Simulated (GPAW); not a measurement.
Crystal: BiTe.

```
Bi Te
1.0
     0.00000    3.23500    3.23500
     3.23500    0.00000    3.23500
     3.23500    3.23500    0.00000
Bi Te
1 1
Direct
  0.00000 0.00000 0.00000
  0.50000 0.50000 0.50000
```

| Item | Value |
| --- | --- |
| Program | GPAW 26.7.0 |
| Task | single point |
| Functional | PBEsol |
| Potentials or basis | PAW data sets generated in the run's folder for this functional |
| Cutoff | 600 eV |
| Basis | pw |
| k mesh | 7 × 7 × 7 |
| Occupations | fermi-dirac, width 0.05 eV |
| Spin | no spin polarisation |

On this cell: pressure -1.8 GPa; largest force zero by symmetry; band gap on the k mesh none (metal or under the smearing width).

The same run follows on a disturbed copy (atoms moved at random, drawn with an rms of 0.05 Å):

```xyz
2
Lattice="0.0000 3.2350 3.2350 3.2350 0.0000 3.2350 3.2350 3.2350 0.0000" Properties=species:S:1:pos:R:3 pbc="T T T"
Bi    0.0486    0.0219   -0.0837
Te    3.2170    3.2295    3.1974
```

**Question.** What changes?

**Answer.** The energy (extrapolated to zero smearing) moves by +4.7 meV/atom; pressure -1.6 GPa; largest force 0.223 eV/Å; band gap on the k mesh none (metal or under the smearing width).

Forces in eV/Å, atoms in the order of the input:
```
Bi  -0.175 -0.071  0.119
Te   0.175  0.071 -0.119
```

Stress tensor (GPa, compression positive):
```
-1.60 -0.05  0.09
-0.05 -1.66  0.04
 0.09  0.04 -1.64
```

Caveats: spin-orbit coupling is left out, which moves the levels of the heavy elements.
